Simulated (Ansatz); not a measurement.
# CH4BClSi: the cost of one run

Method: RKS PBE-D4/cc-pVDZ, in Ansatz 0.2.0.

### Step 1. The starting structure

Bond lengths: B1–Si2 1.909 Å, Si2–C3 1.784 Å, C3–Cl4 1.732 Å, B1–H5 1.171 Å, B1–H6 1.173 Å, Si2–H7 1.470 Å, C3–H8 1.079 Å. Angles: B1–Si2–C3 126.2°, B1–Si2–H7 127.7°, C3–Si2–H7 106.1°, Si2–B1–H5 120.7°, Si2–B1–H6 121.9°, H5–B1–H6 117.4°, Si2–C3–Cl4 122.1°, Si2–C3–H8 126.5°, Cl4–C3–H8 111.4°.

As a file:

```xyz
8

B    -0.7394    1.5204   -0.2627
Si    0.4308    0.2038    0.4720
C     0.4916   -1.5212    0.0221
Cl   -0.5569   -2.1975   -1.1791
H    -1.5160    1.2351   -1.0915
H    -0.7139    2.6385    0.0918
H     1.4545    0.3907    1.5108
H     1.1494   -2.2699    0.4366
```

### Step 2. End point A

File input.yaml:

```yaml
crystal:
  periodic: [false, false, false]
  atoms:
    - { symbol: B, position_ang: [-0.73941, 1.52042, -0.26266] }
    - { symbol: Si, position_ang: [0.43082, 0.2038, 0.47204] }
    - { symbol: C, position_ang: [0.49158, -1.5212, 0.02213] }
    - { symbol: Cl, position_ang: [-0.55691, -2.19754, -1.17913] }
    - { symbol: H, position_ang: [-1.51598, 1.23513, -1.09152] }
    - { symbol: H, position_ang: [-0.71392, 2.63854, 0.09178] }
    - { symbol: H, position_ang: [1.45446, 0.39073, 1.5108] }
    - { symbol: H, position_ang: [1.14936, -2.26987, 0.43656] }
basis:
  gaussian: { orbitals: cc-pVDZ }
hamiltonian:
  xc: pbe
  dispersion: d4
relax:
  f_tol: 0.015
  max_steps: 40
output:
  orbitals: {}
```

Command:

```bash
> ansatz run input.yaml --threads 1 --pin off --max-ram 2048MiB --backend cpu --events-out ev --progress --plain --runs-dir out
```

**Question.** How long does this run take on 1 thread of Arm Neoverse V1, shared host, and how much memory does it need?

About 25 s, with a peak of 0.14 GiB.
